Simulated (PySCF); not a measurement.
# From one method to the next for CrH4O

Aim: see what other levels and later steps give for CrH4O.

Program: PySCF 2.14.0. Level of theory: each script names its method and basis. These are calculated values, not measurements.

1 further run of the same task is left out (it didn't finish).

### Step 1. Starting geometry

CrH4O: 6 atoms, charge 0, spin multiplicity 1.

Bond lengths: Cr1–O2 1.514 Å, Cr1–H3 1.551 Å, Cr1–H4 1.695 Å, Cr1–H5 1.653 Å, Cr1–H6 1.588 Å. Angles: O2–Cr1–H3 104.4°, O2–Cr1–H4 107.5°, O2–Cr1–H5 106.7°, O2–Cr1–H6 112.2°, H3–Cr1–H4 96.5°, H3–Cr1–H5 67.0°, H3–Cr1–H6 79.4°, H4–Cr1–H5 30.4°, H4–Cr1–H6 139.9°, H5–Cr1–H6 133.6°.

### Step 2. Base script

input.py

```python
from pyscf import gto, dft

mol = gto.M(
    atom='Cr 0.0788 0.296 -0.0518; O -0.4495 -1.1116 0.1279; H 0.7886 0.6158 1.2892; H 1.485 0.1954 -0.9934; H 1.7244 0.1766 -0.1474; H -0.9072 1.3876 0.5462',
    basis='6-31g',
    charge=0,
    spin=0,
    verbose=4,
)
mf = dft.RKS(mol, xc='olyp')
mf = mf.density_fit(auxbasis='def2-universal-jkfit')
mf.kernel()
mf.dip_moment()
print('orbital energies (hartree):', mf.mo_energy[..., max(0, mol.nelec[1]-3):mol.nelec[0]+3].round(4))
```

Launch:

```bash
$ OMP_NUM_THREADS=1 python input.py
```

### Step 3. Stability test

Edit 1 changes step after the SCF: none → stability.

input.py: that of step 2 with these lines changed.

```diff
@@ -12,2 +12,3 @@
 mf.kernel()
+mf.stability(internal=True, external=True)
 mf.dip_moment()
```

### Step 4. MP2 (RHF)

Edit 2 changes step after the SCF: none → mp2; SCF type: RKS → RHF; functional: olyp → none (Hartree–Fock); frozen orbitals: none → 6.

input.py: that of step 2 with these lines changed.

```diff
@@ -1,2 +1,2 @@
-from pyscf import gto, dft
+from pyscf import gto, scf, mp
 
@@ -9,5 +9,6 @@
 )
-mf = dft.RKS(mol, xc='olyp')
+mf = scf.RHF(mol)
 mf = mf.density_fit(auxbasis='def2-universal-jkfit')
 mf.kernel()
+mp.MP2(mf, frozen=6).kernel()
 mf.dip_moment()
```

### Step 5. CASSCF (RHF)

Edit 3 changes step after the SCF: none → casscf; SCF type: RKS → RHF; functional: olyp → none (Hartree–Fock); active space: none → 4 electrons in 6 orbitals.

input.py: that of step 2 with these lines changed.

```diff
@@ -1,2 +1,2 @@
-from pyscf import gto, dft
+from pyscf import gto, scf, mcscf
 
@@ -9,5 +9,8 @@
 )
-mf = dft.RKS(mol, xc='olyp')
+mf = scf.RHF(mol)
 mf = mf.density_fit(auxbasis='def2-universal-jkfit')
 mf.kernel()
+mc = mcscf.CASSCF(mf, 6, 4)
+mc.kernel()
+mc.analyze()
 mf.dip_moment()
```

### Step 6. 0.5*hf+0.5*b88,lyp

Edit 4 changes functional: olyp → 0.5*hf+0.5*b88,lyp.

input.py: that of step 2 with these lines changed.

```diff
@@ -9,3 +9,3 @@
 )
-mf = dft.RKS(mol, xc='olyp')
+mf = dft.RKS(mol, xc='0.5*hf+0.5*b88,lyp')
 mf = mf.density_fit(auxbasis='def2-universal-jkfit')
```

### Step 7. Hse06

Edit 5 changes functional: olyp → hse06.

input.py: that of step 2 with these lines changed.

```diff
@@ -9,3 +9,3 @@
 )
-mf = dft.RKS(mol, xc='olyp')
+mf = dft.RKS(mol, xc='hse06')
 mf = mf.density_fit(auxbasis='def2-universal-jkfit')
```

What does the calculation give? Wanted: for each run, E(SCF); from base; gap; SCF dipole; after the SCF.

As calculated:

| run | E(SCF) (hartree) | from base (eV) | cycles | gap (eV) | SCF dipole (D) | after the SCF |
| --- | --- | --- | --- | --- | --- | --- |
| base | -1122.057960 | 0 | 16 | 1.03 | 2.75 | n/a |
| stability test | -1122.057960 | 0.0000 | 16 | 1.03 | 2.75 | unstable: RHF/RKS -> UHF/UKS |
| MP2 (RHF) | -1120.043705 | not comparable | 21 | 12.36 | 5.07 | MP2 correlation -14.657 eV, core frozen |
| CASSCF (RHF) | -1120.043705 | not comparable | 21 | 12.36 | 5.07 | CASSCF correlation -3.533 eV |
| 0.5*hf+0.5*b88,lyp | -1121.700766 | not comparable | 17 | 8.08 | 3.97 | n/a |
| hse06 | -1121.567945 | not comparable | 14 | 3.69 | 3.33 | n/a |

What this shows: A lower total energy from another functional means nothing by itself. The dearest run is “stability test”, at 42 s against 7.9 s.
